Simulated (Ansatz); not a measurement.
# Cl: squeezing one contact

The task here is to estimate one member of a computed series from the others.

Program: Ansatz 0.2.0. Level of theory: DFT PBEsol, with the methods named in each step. These are calculated values, not measurements.

1 further run of the same task is left out (it didn't finish). Runs told in other sessions of the task aren't counted.

## The system as given

Symmetry: Fd-3m, No. 227, cubic system. Conventional cell: a = 6.037 Å, b = 6.037 Å, c = 6.037 Å, α = 90.00°, β = 90.00°, γ = 90.00°. Cl (site symmetry -43m) is surrounded by 4 Cl at 2.61 Å.

Coordinates:

```
Cl
1.0
     0.00000    3.01841    3.01841
     3.01841    0.00000    3.01841
     3.01841    3.01841    0.00000
Cl
2
Direct
  0.87500 0.87500 0.87500
  0.12500 0.12500 0.12500
```

Atoms are numbered in the order of the input: Cl1, Cl2.

Set-up of the first run:

input.yaml

```yaml
crystal:
  lattice:
    - [0.0, 3.0184053684, 3.0184053684]
    - [3.0184053684, 0.0, 3.0184053684]
    - [3.0184053684, 3.0184053684, 0.0]
  atoms:
    - { symbol: Cl, position: [-0.125, -0.125, -0.125] }
    - { symbol: Cl, position: [0.125, 0.125, 0.125] }
kpoints:
  mp_grid: { grid: [9, 9, 9] }
scf:
  occupations: { method: fermi_dirac, width: 0.05 }
hamiltonian:
  xc: pbesol
  pseudopotentials: { kind: paw }
output:
  forces: true
  stress: true
  eigenvalues: true
  populations: true
  write_density: true
  write_potential: true
  elf: true
  volumetric_format: npy
```

Run with:

```sh
$ ansatz run input.yaml --threads 1 --pin off --max-ram 2048MiB --backend cpu --events-out ev --progress --plain --runs-dir out
```

Steps of the session up to this table: Shortest bond scaled by 1, PAW; Shortest bond scaled by 0.88, PAW; Shortest bond scaled by 0.82, PAW; Shortest bond scaled by 0.76, PAW; Shortest bond scaled by 0.7, PAW; Shortest bond scaled by 0.7, PAW (source ansatz).

One of the session's tables, all rows but one given; the rest of the session is left out.

| method | length (Å) | F from the given length (eV/cell) | pressure (GPa) | largest force (eV/Å) |
| --- | --- | --- | --- | --- |
| PAW | 1.830 | -0.898 | 13.91 | 4.202 |
| PAW | 1.987 | -1.144 | 7.21 | 0.506 |
| PAW | 2.143 | -0.870 | 4.50 | 2.681 |
| PAW | 2.300 | ? | ? | ? |
| PAW | 2.614 | 0.000 | 3.82 | 0.000 |
| PAW (source ansatz) | 1.830 | – | 13.91 | 4.202 |

Q: Estimate the row for PAW, 2.300 from the others.

The run gave: F from the given length (eV/cell): -0.417; pressure (GPa): 3.80; largest force (eV/Å): 2.692.
